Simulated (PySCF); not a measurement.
# C8H8O2: the cost of one run

Computed with PySCF 2.14.0 and routines of our own; the level stands in each step. Atoms count from 0.

### Step 1. The starting structure

18 atoms, charge 0, multiplicity 1; geometry from: GFN2-xTB.

### Step 2. Vibronic structure: TDDFT B3LYP/def2-SV(P)

What the job is given:

```
{"job": {"kind": "vib", "xc": "B3LYP", "basis": "def2-SV(P)", "tda": false}, "charge": 0, "multiplicity": 1}
C      3.571902     1.758441    -0.197389
C      2.691478     0.935560    -0.158954
C      1.744214    -0.056367    -0.116734
C      0.480388    -0.470035    -0.117761
C     -0.917839    -0.178775    -0.170945
C     -1.819606    -1.169919    -0.158070
O     -1.173712     1.159545    -0.233705
C     -2.519707     1.561753    -0.271015
C      1.507581    -1.542034    -0.086347
O      1.773085    -2.357144    -1.192124
H      4.314354     2.498157    -0.229349
H     -1.482641    -2.188043    -0.105009
H     -2.879918    -1.006944    -0.199148
H     -2.503698     2.649601    -0.306332
H     -3.059521     1.233283     0.623176
H     -3.026693     1.174026    -1.160877
H      1.704043    -2.123166     0.808009
H      1.587531    -1.871620    -2.003841
```

With the program's defaults for keys left out, this is: TDDFT B3LYP/def2-SV(P) vertical-gradient vibronic structure (displaced harmonic oscillators, Condon), gas phase.

Command:

```sh
$ OMP_NUM_THREADS=1 python excited_run.py task.json out
```

The driver reads the jobs from task.json and runs them one after another.

Q: Estimate the wall time and peak memory of this job on 1 thread of Arm Neoverse N1, shared host.

About 81 s, with a peak of 0.94 GiB.
